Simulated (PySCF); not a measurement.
# CH2BrCl (bromochloromethane): the cost of one run

Programs: PySCF 2.14.0, with routines of our own; each step states its level. All values are computed. Atoms count from 0.

## Step 1: The starting structure

5 atoms, charge 0, multiplicity 1; geometry from: GFN2-xTB.

## Step 2: Geometry optimisation at PBE0-D3(BJ)/def2-TZVP

What the job is given:

```
{"job": {"xc": "PBE0", "basis": "def2-TZVP", "d3": "d3bj", "grid": 2, "kind": "geom"}, "charge": 0, "multiplicity": 1}
Cl    -1.355298     1.050169    -0.024204
C     -0.059469    -0.161006     0.002213
Br     1.705740     0.641615    -0.037523
H     -0.133641    -0.736623     0.922297
H     -0.148710    -0.791302    -0.879968
```

Command:

```bash
$ OMP_NUM_THREADS=1 python excited_run.py task.json out
```

This one command runs all jobs of the session in turn.

**Question.** How long does this first job take on 1 thread of Intel Xeon Platinum 8488C, shared host, and how much memory does it need?

About 19 s, with a peak of 0.59 GiB.
